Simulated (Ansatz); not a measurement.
# C2H3Sn: the cost of one run

All numbers below are computed with Ansatz 0.2.0 (UKS BLYP-D4/def2-mTZVP).

## (1) Starting point

Bond lengths: C1–C2 1.226 Å, C2–Sn3 2.085 Å, C1–H4 1.000 Å, Sn3–H5 1.752 Å, Sn3–H6 1.746 Å. Angles: C1–C2–Sn3 177.8°, C2–C1–H4 176.5°, C2–Sn3–H5 109.9°, C2–Sn3–H6 110.8°, H5–Sn3–H6 110.6°.

Coordinates:

```xyz
6

C    -0.3864   -1.8817   -0.1645
C    -0.0125   -0.7264    0.0011
Sn    0.6980    1.2116    0.2976
H    -0.7349   -2.8036   -0.3365
H     0.8157    2.0457   -1.2384
H    -0.3379    2.0903    1.3946
```

## (2) Preparing the start

Input file input.yaml:

```yaml
crystal:
  periodic: [false, false, false]
  atoms:
    - { symbol: C, position_ang: [-0.3864, -1.8817, -0.1645] }
    - { symbol: C, position_ang: [-0.0125, -0.7264, 0.0011] }
    - { symbol: Sn, position_ang: [0.698, 1.2116, 0.2976] }
    - { symbol: H, position_ang: [-0.7349, -2.8036, -0.3365] }
    - { symbol: H, position_ang: [0.8157, 2.0457, -1.2384] }
    - { symbol: H, position_ang: [-0.3379, 2.0903, 1.3946] }
magnetization:
  spin_polarized: true
  initial_magnetization: 1
basis:
  gaussian: { orbitals: def2-mTZVP }
hamiltonian:
  xc: blyp
  dispersion: d4
relax:
  f_tol: 0.02
  max_steps: 40
```

Command:

```console
> ansatz run input.yaml --threads 2 --pin off --max-ram 3072MiB --backend cpu --events-out ev --progress --plain --runs-dir out
```

**Question.** How long does this run take on 2 threads of Arm Neoverse N1, shared host, and how much memory does it need?

About 22 s, with a peak of 0.17 GiB.
